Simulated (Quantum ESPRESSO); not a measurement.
**TaVN2 under changes of volume**

One of the cells (9.990 Å³/atom); the others are scaled copies at fixed shape and fractional positions:

```
CELL_PARAMETERS angstrom
3.04987 0.00000 0.00000
0.00000 3.04987 0.00000
0.00000 0.00000 4.29606
ATOMIC_POSITIONS crystal
Ta 0.00000 0.00000 0.00000
V 0.50000 0.50000 0.50000
N 0.50000 0.50000 0.00000
N 0.00000 0.00000 0.50000
```

The cell comes from a database or a generator and needn't be the stable form of this composition.

| Property | Result |
| --- | --- |
| Program | Quantum ESPRESSO 7.5 |
| Functional | PBEsol |
| Potentials or basis | GBRV 1.5 PBEsol |
| Cutoff | 762 eV |
| Density cutoff | 6095 eV |
| k mesh | 9 × 9 × 6 |
| Occupations | fermi-dirac, width 0.05 eV |
| Spin | collinear spin, ferromagnetic start |
| Starting moments | [0.0, 2.0, 0.0, 0.0] μB |

```tsv
volume (Å³/atom)	energy over the lowest point (meV/atom)	pressure (GPa)	moment (μB per cell)
9.391	5.79	8.3	0.26
9.591	0.00	1.1	0.58
9.790	?	?	?
9.990	12.79	-11.2	0.90
10.190	29.95	-16.4	1.02
10.390	53.21	-21.0	1.14
10.590	81.86	-25.1	1.25
```

**Question.** What does the run at 9.790 Å³/atom give?

**Answer.** Energy over the lowest point 2.51 meV/atom; pressure -5.4 GPa; moment 0.76 μB per cell.

Worked out: A Birch-Murnaghan fit of order 3 (a polynomial in V^(-2/3)) to the other rows has its minimum at 9.62 Å³/atom with B0 = V·E''(V) = 322 GPa and B' = 4.3 at fixed shape and positions, which overstates the stiffness. It gives 2.59 meV/atom at 9.790 Å³/atom, against the run's 2.51, and -dE/dV = -5.3 GPa, against -5.4. A parabola through the other rows of the moment, of slope 0.939 μB per Å³/atom there, gives 0.73 μB, against the run's 0.76.

Energies are extrapolated to zero smearing.
